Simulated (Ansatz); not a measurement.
# Ge2Sb2Te5: properties at the relaxed cell

One table from this session's results is given with a row withheld; the runs are named, their logs left out.

Method: DFT PBEsol, scalar-relativistic, plane waves, PAW, in Ansatz 0.2.0.

1 further run of the same task is left out (set aside as unsound or not needed). Runs told in other sessions of the task aren't counted.

**Starting point**

It takes space group P-3m1 (No. 164, trigonal). Conventional cell: a = 4.202 Å, b = 4.202 Å, c = 17.106 Å, α = 90.00°, β = 90.00°, γ = 120.00°. Ge (site symmetry 3m) has 6 Te at 2.81 to 3.17 Å in its first shell of neighbours. Around Sb (site symmetry 3m) lie 6 Te at 2.99 to 3.14 Å. Te (site symmetry -3m) has 6 Sb at 3.14 Å in its first shell of neighbours. Te (site symmetry 3m) has 3 Sb at 2.99 Å and 3 Ge at 3.17 Å in its first shell of neighbours. Te (site symmetry 3m) is surrounded by 3 Ge at 2.81 Å.

Structure file:

```
Ge Sb Te
1.0
     4.20173    0.00000    0.00000
    -2.10087    3.63881    0.00000
     0.00000    0.00000   17.10608
Ge Sb Te
2 2 5
Direct
  0.00000 0.00000 0.33811
  0.00000 0.00000 0.66189
  0.33333 0.66667 0.11669
  0.66667 0.33333 0.88331
  0.00000 0.00000 0.00000
  0.33333 0.66667 0.78106
  0.66667 0.33333 0.21894
  0.33333 0.66667 0.42068
  0.66667 0.33333 0.57932
```

It goes back to an entry of the Materials Project, which need not be the stable form.

It is the result of an earlier relaxation at this level (volume 29.06 Å³/atom; gap on the mesh: none (metal)).

The first run:

Contents of input.yaml:

```yaml
crystal:
  lattice:
    - [4.1592893435, 0.0, 0.0]
    - [-2.0796446717, 3.6020502332, 0.0]
    - [0.0, 0.0, 16.9332844456]
  atoms:
    - { symbol: Ge, position: [0.0, 0.0, 0.3381076148] }
    - { symbol: Ge, position: [0.0, 0.0, 0.6618923852] }
    - { symbol: Sb, position: [0.3333333333, 0.6666666667, 0.1166940764] }
    - { symbol: Sb, position: [0.6666666667, 0.3333333333, 0.8833059236] }
    - { symbol: Te, position: [0.0, 0.0, 0.0] }
    - { symbol: Te, position: [0.3333333333, 0.6666666667, 0.781058258] }
    - { symbol: Te, position: [0.6666666667, 0.3333333333, 0.218941742] }
    - { symbol: Te, position: [0.3333333333, 0.6666666667, 0.4206821847] }
    - { symbol: Te, position: [0.6666666667, 0.3333333333, 0.5793178153] }
basis:
  ecutwfc: 420
kpoints:
  mp_grid: { grid: [12, 12, 2] }
hamiltonian:
  xc: pbesol
scf:
  occupations: { method: gaussian, width: 0.1 }
output:
  forces: true
  stress: true
  eigenvalues: true
  write_density: true
  write_potential: true
  elf: true
  volumetric_format: npy
relax:
  adjacent_minimum: "off"
  f_tol: 0.01
  max_steps: 30
  cell: { stress_tol: 0.1, fix: [volume] }
```

The run is started by

```sh
$ ansatz run input.yaml --threads 2 --pin off --max-ram 5120MiB --backend cpu --events-out ev --progress --plain --runs-dir out
```

Among the steps run: Point at V/V0 = 0.97; Volume × 1.03; Volume × 0.94; Point at V/V0 = 1.06; The cell scaled to 0.91 of its volume; Point at V/V0 = 1.10; The cell scaled to 0.88 of its volume.

One table of the session follows, with a row left open; its other results are not shown here.

It belongs to the step «Equation of state». 

```
volume (Å³/atom)  energy above the lowest point (meV/atom)  pressure (GPa)
          25.573                                      70.0            7.36
          26.445                                         ?               ?
          27.316                                      15.0            2.97
          28.188                                       3.5            1.32
          29.060                                       0.0            0.00
          29.932                                       2.7           -0.95
          30.804                                       9.2           -1.30
          31.966                                      14.8           -0.44
```

Estimate the missing values for volume (Å³/atom) = 26.445.

Worked estimate for «energy above the lowest point (meV/atom)». A straight line through the neighbours (25.573, 70.0) and (27.316, 15.0) gives 70.0 + (15.0 − 70.0) × (26.445 − 25.573) / (27.316 − 25.573) = 42.5; a parabola fitted to 3 rows on both sides gives 37.1.

The run gave: energy above the lowest point (meV/atom): 36.6; pressure (GPa): 5.00. In «energy above the lowest point (meV/atom)» the line misses by +5.9 and the parabola by +0.5.

Limits of these values: Layers here are held mostly by dispersion, which this level lacks, so their spacing and the stiffness across them are unreliable there.
